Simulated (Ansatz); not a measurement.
# MgO3: the cost of one run

Program: Ansatz 0.2.0. Level of theory: DFT PBE, scalar-relativistic, plane waves, PAW. These are calculated values, not measurements.

## Step 1: Starting point

The structure is cubic, space group Im-3m (No. 229). The conventional cell has a = 4.609 Å, b = 4.609 Å, c = 4.609 Å, α = 90.00°, β = 90.00°, γ = 90.00°. Around Mg (site symmetry m-3m) lie 6 O at 2.30 Å. O (site symmetry 4/mmm) is surrounded by 2 Mg at 2.30 Å and 4 O at 2.30 Å.

As a file:

```cif
data_structure
_symmetry_space_group_name_H-M 'Im-3m'
_symmetry_Int_Tables_number 229
_cell_length_a 4.6090
_cell_length_b 4.6090
_cell_length_c 4.6090
_cell_angle_alpha 90.000
_cell_angle_beta 90.000
_cell_angle_gamma 90.000
_cell_volume 97.91
loop_
_atom_site_label
_atom_site_type_symbol
_atom_site_symmetry_multiplicity
_atom_site_Wyckoff_symbol
_atom_site_fract_x
_atom_site_fract_y
_atom_site_fract_z
_atom_site_occupancy
Mg1 Mg 2 a 0.00000 0.00000 0.00000 1
O1 O 6 b 0.50000 0.00000 0.00000 1
```

A structure generator made this guess: random cell by space group and Wyckoff sites (Im-3m, No. 229). The dimensions are guesses.

## Step 2: The guess as it stands, on a coarse mesh

input.yaml

```yaml
crystal:
  lattice:
    - [-2.30449182, 2.30449182, 2.30449182]
    - [2.30449182, -2.30449182, 2.30449182]
    - [2.30449182, 2.30449182, -2.30449182]
  atoms:
    - { symbol: Mg, position: [0.0, 0.0, 0.0] }
    - { symbol: O, position: [0.0, 0.5, 0.5] }
    - { symbol: O, position: [0.5, 0.0, 0.5] }
    - { symbol: O, position: [0.5, 0.5, 0.0] }
basis:
  ecutwfc: 420
kpoints:
  mp_grid: { grid: [6, 6, 6] }
hamiltonian:
  xc: pbe
scf:
  occupations: { method: gaussian, width: 0.1 }
  lower_state_search: "off"
output:
  forces: true
  stress: true
  eigenvalues: true
```

Run with:

```
ansatz run input.yaml --threads 1 --pin off --max-ram 2048MiB --backend cpu --events-out ev --progress --plain --runs-dir out
```

Q: Estimate wall time and peak memory on 1 thread of Arm Neoverse V1, shared host.

About 1.4 s, with a peak of 0.27 GiB.
